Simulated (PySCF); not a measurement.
# LuN3O9 (Lu(NO3)3): the cost of one run

Computed with PySCF 2.14.0. Level: r2SCAN, Lu lcecp-1-SVP with ECP60, O def2-SVP, N def2-SVP; scalar-relativistic core potentials, no spin–orbit coupling.

2 further runs of the same task are left out: 1 for a known fault of the program, 1 that didn't finish.

**1. Where the work starts**

13 atoms, charge 0, spin multiplicity 1.

Bond lengths: Lu1–O2 2.260 Å, Lu1–O3 2.260 Å, Lu1–N4 2.698 Å, Lu1–O6 2.260 Å, Lu1–O7 2.260 Å, Lu1–N8 2.698 Å, Lu1–O10 2.260 Å, Lu1–O11 2.260 Å, Lu1–N12 2.698 Å, O2–N4 1.294 Å, O3–N4 1.294 Å, N4–O5 1.186 Å, O6–N8 1.294 Å, O7–N8 1.294 Å, N8–O9 1.186 Å, O10–N12 1.294 Å, O11–N12 1.294 Å, N12–O13 1.186 Å. Angles: O2–Lu1–O3 57.1°, O2–Lu1–N4 28.6°, O2–Lu1–O6 100.1°, O2–Lu1–O7 115.6°, O2–Lu1–N8 110.2°, O2–Lu1–O10 100.1°, O2–Lu1–O11 139.6°, O2–Lu1–N12 122.2°, O3–Lu1–N4 28.6°, O3–Lu1–O6 139.6°, O3–Lu1–O7 100.1°, O3–Lu1–N8 122.2°, O3–Lu1–O10 115.6°, O3–Lu1–O11 100.1°, O3–Lu1–N12 110.2°, N4–Lu1–O6 122.2°, N4–Lu1–O7 110.2°, N4–Lu1–N8 120.0° and more.

Coordinates:

```xyz
13

Lu    0.00000    0.00000    0.00000
O     1.98529    0.24402    1.05248
O     1.98529   -0.24404   -1.05248
N     2.69769   -0.00001    0.00000
O     3.88408   -0.00002    0.00000
O    -1.20398    1.59730    1.05248
O    -0.78130    1.84134   -1.05248
N    -1.34883    2.33627    0.00000
O    -1.94202    3.36372    0.00000
O    -0.78132   -1.84133    1.05248
O    -1.20399   -1.59729   -1.05248
N    -1.34886   -2.33626    0.00000
O    -1.94206   -3.36370    0.00000
```

Formal oxidation states: Lu +3. Each metal's 14 4f electrons lie in its core potential, so multiplicities, spins and levels count the valence alone. An earlier session relaxed this geometry at r2SCAN, Lu lcecp-1-SVP with ECP60, O def2-SVP, N def2-SVP (singlet, point group D3).

Its energy there is -880.167213 Eh.

**2. Atoms moved at random, σ = 0.15 Å**

run.py (the lines that set the calculation)

```python
mol = gto.M(atom='''
Lu    -0.09981     0.07042     0.06179
O      1.90096     0.11981     1.07144
O      1.85447    -0.20248    -1.16460
N      2.76675    -0.06425    -0.06471
O      4.02873     0.00747     0.02033
O     -1.47502     1.74605     1.12938
O     -0.89801     1.93142    -1.36103
N     -1.27260     2.45910     0.21493
O     -1.59880     3.33045    -0.09977
O     -0.80225    -1.94146     1.23658
O     -1.10856    -1.56962    -1.15186
N     -1.34670    -2.41087     0.04372
O     -1.94917    -3.47605     0.06382''',
    basis={'Lu': 'lcecp-1-SVP', 'O': 'def2-SVP', 'N': 'def2-SVP'},
    ecp={'Lu': 'lcecp-1-SVP'},
    charge=0, spin=0)
mf = dft.RKS(mol, xc='R2SCAN')
mf.grids.atom_grid = (50, 194)  # f atoms: unpruned, at least (60, 302)
mf = mf.density_fit()  # fitting sets: Lu AutoAux, O def2-universal-JKFIT, N def2-universal-JKFIT
mf.conv_tol = 1e-08; mf.max_cycle = 55
mf.kernel(dm0)  # dm0: the density of the relaxed state
```

The run is started by

```
$ OMP_NUM_THREADS=4 python run.py
```

**Question.** How long does this run take on 4 threads of Arm Neoverse V2, shared host?

About 24 s.
